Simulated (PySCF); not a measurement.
# CH6AsB: the cost of one run

The runs use PySCF 2.14.0, with density-fitted response routines of our own; the level of theory stands in each step. All values are computed, except where a source is named. Atoms are numbered from 0 throughout.

## Step 1: Starting geometry

9 atoms, charge 0, multiplicity 1; geometry from: GFN2-xTB. The atoms were then displaced at random by about 0.01 Å, so the start is not that level's minimum.

Bonds of the start (Å): C0–B1 1.56, B1–As2 1.99, C0–H3 1.08, C0–H4 1.12, C0–H5 1.08, B1–H6 1.18, As2–H7 1.50, As2–H8 1.53.

## Step 2: Optimising the geometry at PBE0-D3(BJ)/def2-SVP

Job settings and geometry (Å):

```
{"job": {"xc": "PBE0", "basis": "def2-SVP", "d3": "d3bj", "grid": 1, "shake": 0.01, "kind": "geom"}, "charge": 0, "multiplicity": 1}
C     -1.174880    -0.412050    -0.161080
B     -0.068400     0.662960     0.100010
As     1.790680     0.412920    -0.557600
H     -0.908940    -1.139440    -0.913930
H     -2.149370     0.058490    -0.456100
H     -1.390970    -0.913820     0.767410
H     -0.342900     1.658000     0.663220
H      1.872860    -1.055840    -0.281330
H      2.429750     0.711630     0.805670
```

The run is started by

```bash
OMP_NUM_THREADS=1 python probes_run.py task.json out
```

One launch serves the whole session: the jobs run in the order shown.

Q: Estimate the wall time and peak memory of this first job on 1 thread of Arm Neoverse V2, shared host.

About 14 s, with a peak of 0.38 GiB.
